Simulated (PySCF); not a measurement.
# Sn₂+: from the state search to spectroscopic constants

One job finds the state of Sn₂+, follows it along the bond with each method and fits the curves.

Program: PySCF 2.14.0. Level of theory: Sn cc-pVDZ-PP with ECP28, scalar-relativistic core potentials. These are calculated values, not measurements.

### 1 Set-up

A driver script around PySCF takes these settings:

```yaml
atoms: Sn, Sn
charge: 1
basis: Sn cc-pVDZ-PP with ECP28
Hamiltonian: scalar-relativistic core potentials
basis_functions: 46
electrons_treated: 43
masses_in_u: 119.9022, 119.9022
levels: PBE0, PBE, r²SCAN, LDA, B97-3, BP86, HF, MP2, SCS-MP2, CCSD, CCSD(T)
grid: 80 radial by 434 angular points
occupations: held fixed by the projection of orbital angular momentum
dissociation_limit: Sn+ + Sn, each in its ground configuration
starting_distance_in_angstrom: 2.800
values_of_2S_to_try: 1, 3
```

The runs that follow: PBE0 along the bond; Higher solutions at PBE0; PBE (GGA); r²SCAN (meta-GGA); LDA (local density); B97-3; BP86 (GGA); UHF (mean field); Correlated methods on the Hartree–Fock reference.

Before running it: what results should come out? Wanted: for each run, Re; ωe; De.

As calculated:

Lowest PBE0 solution found, without spin–orbit coupling: ⁴Σg⁻ (quartet), unpaired electrons σ ↑, π ↑↑. State 2 has its PBE0 minimum 0.34 eV higher. State 3 has its PBE0 minimum 0.39 eV higher, as a spin-mixed determinant (⟨S²⟩ = 1.76), so this is no gap between pure states. State 4 has its PBE0 minimum 0.40 eV higher, as a spin-mixed determinant (⟨S²⟩ = 1.77), so this is no gap between pure states. The other levels ran on the lowest alone.

```tsv
level	Re (Å)	ωe (cm⁻¹)	De (eV)
UHF	2.780	186.1	1.52
UHF-MP2	2.791	179.8	2.40
UHF-SCS-MP2	2.769	190.2	2.10
UHF-CCSD	2.814	172.4	2.26
UHF-CCSD(T)	2.826	167.1	2.39
LDA	2.785	169.0	3.47
PBE	2.840	158.5	3.01
BP86	2.844	156.5	2.99
r²SCAN	2.798	168.8	2.93
PBE0	2.790	173.7	2.76
B97-3	2.821	166.7	2.55
```

De is counted to Sn+ + Sn in their ground configurations.

Differences from CCSD(T) in the same basis:

```tsv
level	Re (mÅ)	ωe (%)
UHF	-46	+11.4
UHF-MP2	-36	+7.6
UHF-SCS-MP2	-58	+13.8
UHF-CCSD	-12	+3.2
LDA	-41	+1.1
PBE	+13	-5.1
BP86	+18	-6.3
r²SCAN	-28	+1.0
PBE0	-36	+3.9
B97-3	-5	-0.2
```

**Reading.** Judged by CCSD(T) in the same basis: best bond length B97-3 (-5 mÅ), worst UHF-SCS-MP2 (-58 mÅ); best wavenumber B97-3 (-0.2 %), worst UHF-SCS-MP2 (+13.8 %). Hartree–Fock makes the bond too short and too stiff against this reference, as it mostly does. PBE has the long and soft bond that GGAs tend to give. CCSD(T) in a basis this small is itself some way from its limit, more so than the functionals. Among the levels with a De in the table, it runs from 1.52 eV (UHF) to 3.47 eV (LDA).

Correlated steps freeze 8 core orbitals. Spin–orbit coupling is left out, which matters for elements this heavy, above all for dissociation energies.
